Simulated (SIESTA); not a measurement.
Crystal: HPbNO4.

```
CELL_PARAMETERS angstrom
4.27531 -0.00040 0.00636
-2.08399 5.20775 -0.04907
-2.12377 -1.86574 4.91491
ATOMIC_POSITIONS crystal
H 0.99073 0.03330 0.90994
Pb 0.50274 0.81989 0.14287
N 0.00838 0.47408 0.50265
O 0.99816 0.92741 0.02877
O 0.19467 0.73435 0.60852
O 0.81673 0.35882 0.24556
O 0.01381 0.33121 0.65217
```

The cell was built by a generator and needn't be a form met in nature.

```yaml
Program: SIESTA 5.4.2
Task: relaxation of cell and atoms
Functional: optB88-vdW
Potentials_or_basis: PseudoDojo 0.4 standard (PBE files)
Basis: DZP (energy shift 0.003 Ry; two zetas on semicore shells)
Grid_cutoff: 800 Ry
Energy_shift: 0.003 Ry
k_mesh: 6 × 4 × 4
Occupations: fermi-dirac, width 0.05 eV
Spin: no spin polarisation
```

At the start: pressure 2.5 GPa; volume 15.59 Å³/atom.

How do energy, volume and symmetry change on relaxing?

Over 21 steps the energy falls by 24.8 meV/atom and the volume is 14.15 Å³/atom (-9.2 %); space group Cm (No. 8, to 0.05 Å).

Step by step:
```
step  energy change (eV)  largest force (eV/Å)  pressure (GPa)  volume (Å³)
   1              0.0000                1.8050            2.49       109.13
   2             -0.0622                0.9423           -2.17       109.59
   3             -0.0806                0.5019           -1.03       109.32
   4             -0.0858                0.2775           -1.15       109.19
   5             -0.0963                0.1907           -1.20       108.65
   6             -0.1009                0.1588           -1.27       108.36
   7             -0.1132                0.1118           -1.44       107.39
   8             -0.1291                0.1478           -1.06       105.90
   9             -0.1494                0.1187           -0.84       103.63
  10             -0.1672                0.0758           -0.23       100.39
  11             -0.1696                0.0428            0.04        99.14
  12             -0.1698                0.0299           -0.02        99.30
  13             -0.1703                0.0345            0.04        99.06
  14             -0.1714                0.0243            0.02        98.98
  15             -0.1726                0.0280            0.02        98.81
  16             -0.1729                0.0222           -0.01        98.85
  17             -0.1730                0.0204            0.01        98.80
  18             -0.1733                0.0131            0.01        98.84
  19             -0.1734                0.0129            0.01        98.87
  20             -0.1735                0.0129            0.00        98.91
  21             -0.1739                0.0119           -0.04        99.04
```

Final structure:
```
H Pb N O
1.0
     4.22159   -0.01135   -0.00241
    -2.07114    4.97043   -0.00560
    -2.10210   -1.73802    4.72897
H Pb N O
1 1 1 4
Direct
  0.99086 0.03657 0.90872
  0.50312 0.79949 0.16593
  0.00861 0.48063 0.49629
  0.99643 0.92084 0.03293
  0.20287 0.75709 0.60695
  0.80909 0.36038 0.22394
  0.01320 0.32486 0.65593
```

Caveat: the potentials were made for another functional, which shifts forces and pressure; the basis of atomic orbitals isn't converged, which shifts pressures, moduli and gaps.
